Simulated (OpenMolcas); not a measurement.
**CH3FSn (SMILES [CH3][Sn][F]) at MP2/ANO-RCC-VDZ (DKH2)**

Wanted: a geometry optimisation of CH3FSn. 

Program for the calculation: OpenMolcas 26.06.

**1. The structure to begin with**

CH3FSn: 6 atoms, total charge 0, spin state singlet. SMILES: `[CH3][Sn][F]`. The coordinates come from a PBE0-D4/def2-TZVP relaxation. The run starts from this shape.

Bond lengths: C1–Sn2 2.175 Å, Sn2–F3 1.952 Å, C1–H4 1.094 Å, C1–H5 1.094 Å, C1–H6 1.092 Å. Angles: C1–Sn2–F3 92.9°, Sn2–C1–H4 108.9°, Sn2–C1–H5 108.8°, Sn2–C1–H6 113.1°, H4–C1–H5 107.3°, H4–C1–H6 109.3°, H5–C1–H6 109.2°.

**2. A geometry optimisation at MP2/ANO-RCC-VDZ (DKH2)**

Input file calc.inp:

```
&GATEWAY
XBAS
C.ANO-RCC-VDZ
Sn.ANO-RCC-VDZ
F.ANO-RCC-VDZ
H.ANO-RCC-VDZ
End of Basis
ZMAT
C1
Sn2 1 2.175093
F3 2 1.951893 1 92.90035
H4 1 1.094169 2 108.88366 3 56.90602
H5 1 1.094442 4 107.27286 2 117.60123
H6 1 1.091829 4 109.34759 5 118.33254
End of ZMAT
>>> EXPORT MOLCAS_MAXITER=40
>>> Do While
&SEWARD
Relativistic=R02E00
&SCF
Iterations=75
NoDamp
PrOrbitals=1 1
&MBPT2
Frozen=20
Grdt
&SLAPAF
Thrshld=0.0 0.001
>>> EndDo
```

Launch:

```
export MOLCAS_MEM=1860
pymolcas calc.inp > calc.log
```

What it wrote:

```text
--- Start Module: gateway ---

                                              &GATEWAY

                       available to each process: 1.9 GB of memory, 1 thread

++    Symmetry information:
      ---------------------

                    Character Table for C1

                             E
                    a        1  x, y, xy, Rz, z, xz, Ry, yz, Rx, I
--

++    Basis set information:
      ----------------------

      Basis set label: C.ANO-RCC...3S2P.

      Electronic valence basis set:
      ------------------
      Associated Effective Charge   6.000000 au
      Associated Actual Charge      6.000000 au
      Nuclear Model: Point charge

      Shell  nPrim  nBasis  Cartesian Spherical Contaminant
         s      14       3        X
         p       9       2        X

      Basis set label: SN.ANO-RCC...6S5P2D.

      Electronic valence basis set:
      ------------------
      Associated Effective Charge  50.000000 au
      Associated Actual Charge     50.000000 au
      Nuclear Model: Point charge

      Shell  nPrim  nBasis  Cartesian Spherical Contaminant
         s      22       6        X
         p      19       5        X
         d      13       2                 X

      Basis set label: F.ANO-RCC...3S2P.

[... 134 lines left out ...]
      Nuclear repulsion energy =  247.23348805
[... 187 lines left out ...]
      Dipole Moment (debye):
[... 75 lines left out ...]
       Reference weight ( Cref**2 )         =        0.90328
[... 133 lines left out ...]
  force constant weighted redundant internal coordinates.
[... 147 lines left out ...]
       +  Value      Threshold Converged? +  Value      Threshold Converged? +
[... 153 lines left out ...]
WARNING!
[... 118 lines left out ...]
       +  Value      Threshold Converged? +  Value      Threshold Converged? +
[... 156 lines left out ...]
WARNING!
[... 121 lines left out ...]
       +  Value      Threshold Converged? +  Value      Threshold Converged? +
[... 143 lines left out ...]
      Nuclear repulsion energy =  239.35928204
[... 180 lines left out ...]
      Dipole Moment (debye):
[... 66 lines left out ...]
       Reference weight ( Cref**2 )         =        0.90065
[... 1 line left out ...]
::    Total MBPT2 energy                            -6311.9139611594

++    Molecular properties:
      ---------------------

      Charge (e):
                      =   -0.0000
      Dipole Moment (debye):
      Origin of the operator (angstrom)=    0.2141    0.0000    1.9903
                   X= -4.2073E+00               Y=  1.0421E-03               Z= -3.5959E-01           Total=  4.2226E+00
      Quadrupole Moment (debye*angstrom):
      Origin of the operator (angstrom)=    0.2141    0.0000    1.9903
                  XX= -4.7960E+01              XY= -2.4073E-03              XZ= -7.2154E-01              YY= -3.4528E+01
                  YZ= -6.6560E-03              ZZ= -4.2063E+01
      In traceless form (debye*angstrom)
                  XX= -9.6641E+00              XY= -3.6109E-03              XZ= -1.0823E+00              YY=  1.0483E+01
                  YZ= -9.9840E-03              ZZ= -8.1925E-01
--

       Zeroth-order energy (E0)             =    -3704.1924471280 a.u.

       Shanks-type energy S1(E)             =    -6311.9139888375 a.u.

       Data processing and timing information:

       Section                                              time(sec)
                                                          CPU  Elapsed

      Input data processing                              0.03      0.03
      Transformation of integrals                        0.29      0.35
      MBPT2 calculations (BJAI)                          0.24      0.29
      Total MBPT2 calculations                           0.56      0.67

--- Stop Module: last_energy /rc=_RC_ALL_IS_WELL_ ---
--- Module last_energy spent 5 seconds ---

>>> END DO

.##################.
.# Happy landing! #.
.##################.

    Timing: Wall=154.72 User=143.58 System=11.01
```

It took 2.6 min on 1 thread of Arm Neoverse V1, shared host; peak memory 0.49 GiB.

Steps, from the record of the run:

```tsv
step	energy from the first frame kept (eV)	largest force (eV/Å)
0	0.0000	2.0683
1	-0.0789	1.0250
2	-0.1044	0.1571
3	-0.1050	0.1226
4	-0.1056	0.0912
5	-0.1060	0.0862
6	-0.1063	0.0753
7	-0.1064	0.0535
```

After the run. Bond lengths: C1–Sn2 2.210 Å, Sn2–F3 2.052 Å, C1–H4 1.107 Å, C1–H5 1.107 Å, C1–H6 1.104 Å. Angles: C1–Sn2–F3 91.4°, Sn2–C1–H4 109.0°, Sn2–C1–H5 109.0°, Sn2–C1–H6 112.9°, H4–C1–H5 107.0°, H4–C1–H6 109.4°, H5–C1–H6 109.3°.

**3. Results**

Level: MP2/ANO-RCC-VDZ (DKH2), 20 core orbitals frozen.

| quantity | value |
| --- | --- |
| total energy at the end | -6311.91396 Eh |
| dipole moment (mean-field density) | 4.56 D |
| HOMO energy (Hartree–Fock orbitals) | -9.39 eV |
| LUMO energy (Hartree–Fock orbitals) | -0.29 eV |
| HOMO–LUMO gap (Hartree–Fock orbitals) | 9.10 eV |
| correlation energy (20 core orbitals frozen) | -268.6 mEh |

In words: At the final geometry: Bond lengths: C1–Sn2 2.210 Å, Sn2–F3 2.052 Å, C1–H4 1.107 Å, C1–H5 1.107 Å, C1–H6 1.104 Å. Angles: C1–Sn2–F3 91.4°, Sn2–C1–H4 109.0°, Sn2–C1–H5 109.0°, Sn2–C1–H6 112.9°, H4–C1–H5 107.0°, H4–C1–H6 109.4°, H5–C1–H6 109.3°. The optimisation took 7 steps and changed the energy by -0.106 eV. Mulliken charges of the mean-field density run from -0.76 on F3 to +1.14 on Sn2.
